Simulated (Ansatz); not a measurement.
# S5Zr2: the cost of one run

The runs use Ansatz 0.2.0, Gaussian basis; UKS PBE0-D4/def2-TZVPD.

Plan: a search for the lowest solution at PBE-D4/def2-SVP; a single point at PBE0-D4/def2-TZVPD.

7 further runs of the same task are left out: 7 set aside as unsound or not needed.

## (1) The geometry

The geometry is that of the doublet, from an earlier relaxation (PBE-D4/def2-SVPD). At that level it is the lowest of the isomers that a small search found.

7 atoms, charge -1, spin multiplicity 2.

Atoms are counted from 1 here; the program's logs count them from 0.

Bond lengths: Zr1–S4 2.502 Å, Zr1–S5 2.517 Å, Zr1–S6 2.290 Å, Zr1–S7 2.531 Å, Zr2–S3 2.290 Å, Zr2–S4 2.502 Å, Zr2–S5 2.518 Å, Zr2–S7 2.529 Å. Angles: S4–Zr1–S5 92.0°, S4–Zr1–S6 125.2°, S4–Zr1–S7 89.2°, S5–Zr1–S6 126.7°, S5–Zr1–S7 85.7°, S6–Zr1–S7 126.1°, S3–Zr2–S4 125.2°, S3–Zr2–S5 126.8°, S3–Zr2–S7 125.9°, S4–Zr2–S5 91.9°, S4–Zr2–S7 89.2°, S5–Zr2–S7 85.7°, Zr1–S4–Zr2 72.4°, Zr1–S5–Zr2 71.9°, Zr1–S7–Zr2 71.5°.

Coordinates:

```xyz
7

Zr   -1.07005    0.99048   -0.23898
Zr    1.09750   -0.96895    0.19900
S     2.76882   -2.50441    0.50151
S     0.06271   -0.37774   -2.00137
S     1.10912    1.43867    0.93749
S    -2.75407    2.49483   -0.61709
S    -1.21403   -1.07288    1.21945
```

Zr takes a core potential in the def2 sets. No spin-orbit coupling is included. The ion is computed in the gas phase, without counter-ions or solvent.

Bonds by kind at the end (by distance):

| bond | count | shortest (Å) | longest (Å) |
| --- | --- | --- | --- |
| S–Zr | 8 | 2.290 | 2.531 |

## (2) Searching for the lowest solution, PBE-D4/def2-SVP

start.molden holds the orbitals of an earlier run on this state, given as this run's starting guess.

in.yaml

```yaml
crystal:
  periodic: [false, false, false]
  atoms:
    - {symbol: Zr, position_ang: [-1.070047, 0.990485, -0.238983]}
    - {symbol: Zr, position_ang: [1.097501, -0.968946, 0.199001]}
    - {symbol: S, position_ang: [2.768820, -2.504414, 0.501510]}
    - {symbol: S, position_ang: [0.062709, -0.377736, -2.001368]}
    - {symbol: S, position_ang: [1.109118, 1.438665, 0.937485]}
    - {symbol: S, position_ang: [-2.754073, 2.494826, -0.617090]}
    - {symbol: S, position_ang: [-1.214027, -1.072879, 1.219454]}
basis:
  gaussian: {orbitals: def2-SVP, initial_orbitals: start.molden}
total_charge: -1
magnetization: {spin_polarized: true, initial_magnetization: 1}
hamiltonian: {xc: pbe, dispersion: d4}
output: {orbitals: {seedname: orbitals}}
```

Run with:

```bash
$ ansatz run in.yaml --threads 4 --pin off --events-out ev --progress --plain --max-ram 4787MiB
```

**Question.** How long does this run take on 4 threads of Arm Neoverse N1, shared host, and how much memory does it need?

About 75 s, with a peak of 0.57 GiB.
